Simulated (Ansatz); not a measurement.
## Ni, space group Im-3m: a convergence test of the plane-wave cutoff, step by step

Computed with Ansatz's Python interface.

`POSCAR`
```text
Ni
1.0
  -1.38371547    1.38371547    1.38371547
   1.38371547   -1.38371547    1.38371547
   1.38371547    1.38371547   -1.38371547
Ni
1
Direct
   0.00000000    0.00000000    0.00000000
```

Notebook, run cell by cell (the value of a cell's last expression is shown):

```python
import csv

import ansatz
from ase.io import read
```

```python
atoms = read('POSCAR', format='vasp')
xtal = ansatz.Crystal.from_ase(atoms).moments(Ni=1.5)
```

```python
xtal.resolved().sites[-1]
```

    Site(symbol='Ni', position=(0.0, 0.0, 0.0), moment=None, axis=None, held=None, saved=None)

```python
model = (
    xtal.calculation()
    .scf(tolerance=1e-05, max_iterations=100)
    .occupations('Marzari-Vanderbilt', width=0.2)
    .spin('collinear')
    .kpoints(12, center='monkhorst-pack')
    .functional('LDA')
    .forces()
    .stress()
)
```

```python
rows = []
for value in [250, 300, 350, 400, 450, 500]:
    data = model.basis(value).run().report
    rows.append((value, data['free_energy_ev'] / len(data['lattice']['sites']), data['n_iterations'], sum(data['stress_gpa'][i][i] for i in range(3)) / 3, max(abs(f) for row in data['forces_ev_ang'] for f in row), data['magnetization_mub'], data['n_pw']))

with open('ecut.csv', 'w', newline='') as handle:
    writer = csv.writer(handle)
    writer.writerow(['cutoff (eV)', 'F/atom (eV)', 'iterations', 'P (GPa)', 'max component (eV/A)', 'moment (muB)', 'plane waves'])
    writer.writerows([round(v, 5) if isinstance(v, float) else v for v in row] for row in rows)
```

    DeckWarning: basis.ecutwfc = 250 eV is below the records' recommended 420 eV, and the density's cutoff is lower with it unless basis.ecutrho_ratio is high enough to keep the records' density cutoff: compare with a run at a higher cutoff
    DeckWarning: scf.convergence.dr2_threshold = 1e-5 eV is looser than this run's default, which is 1e-7 eV or tighter. The error in the forces grows as the threshold's square root, so leave the key out unless less accurate forces are enough
    DeckWarning: output.stress: scf.convergence.dr2_threshold = 1e-5 eV is looser than the 1e-10 eV advised for a printed stress (1e-10 eV for each atom of the cell: 1). What an SCF threshold leaves in a [...]
    DeckWarning: basis.ecutwfc = 300 eV is below the records' recommended 420 eV, and the density's cutoff is lower with it unless basis.ecutrho_ratio is high enough to keep the records' density cutoff: compare with a run at a higher cutoff
    DeckWarning: basis.ecutwfc = 350 eV is below the records' recommended 420 eV, and the density's cutoff is lower with it unless basis.ecutrho_ratio is high enough to keep the records' density cutoff: compare with a run at a higher cutoff
    DeckWarning: basis.ecutwfc = 400 eV is below the records' recommended 420 eV, and the density's cutoff is lower with it unless basis.ecutrho_ratio is high enough to keep the records' density cutoff: compare with a run at a higher cutoff

```python
# differences from the last row
for row in rows[:-1]:
    shift = 1000 * (row[1] - rows[-1][1])
    print(f'{row[0]}: {shift:+.2f} meV/atom' + ('  (within 5 meV)' if abs(shift) < 5 else ''))
```

    250: +2481.78 meV/atom
    300: +329.38 meV/atom
    350: +24.20 meV/atom
    400: +2.12 meV/atom  (within 5 meV)
    450: +0.75 meV/atom  (within 5 meV)

File `ecut.csv` afterwards:
```csv
cutoff (eV),F/atom (eV),iterations,P (GPa),max component (eV/A),moment (muB),plane waves
250,-5770.7688,13,-6.98454,0.0,0.5836,87
300,-5772.9212,15,-7.64125,0.0,0.57647,135
350,-5773.22637,15,-10.29684,0.0,0.57142,141
400,-5773.24845,15,-10.46689,0.0,0.57136,201
450,-5773.24982,14,-10.4832,0.0,0.57153,225
500,-5773.25057,14,-10.49005,0.0,0.57163,249
```

From 400 eV on it stays within 5 meV an atom of the value at 500 eV; the first row (250 eV) is off by 2481.8 meV and the last but one by 0.75 meV. The energy falls steadily, as expected when plane waves are added. The pressure moves from -6.98 to -10.49 GPa (the program's stress holds a Pulay correction, so it settles early). The last run costs about 1.4 times the first.

Notes:
- Other magnetic orders than the one started from may lie lower.
- The mesh is modest for a metal, so energies can be off by several to tens of meV an atom and pressures by half a GPa or more; differences at equal mesh fare better.
- The overall sign of a collinear moment is arbitrary, and semilocal functionals can give small moments to compounds that are paramagnetic.
- Forces vanish by symmetry here and test nothing.
- Pressure is positive in compression.
- This isn't the structure that Ni takes at ambient conditions.
- Warnings are shown shortened and without file and line.
- Shifts are counted from the last row, which is itself no proven limit.
- The whole script took 20 s on 1 thread of Intel(R) Xeon(R) Processor @ 2.30GHz, with other jobs on the host, peak memory 0.51 GiB.
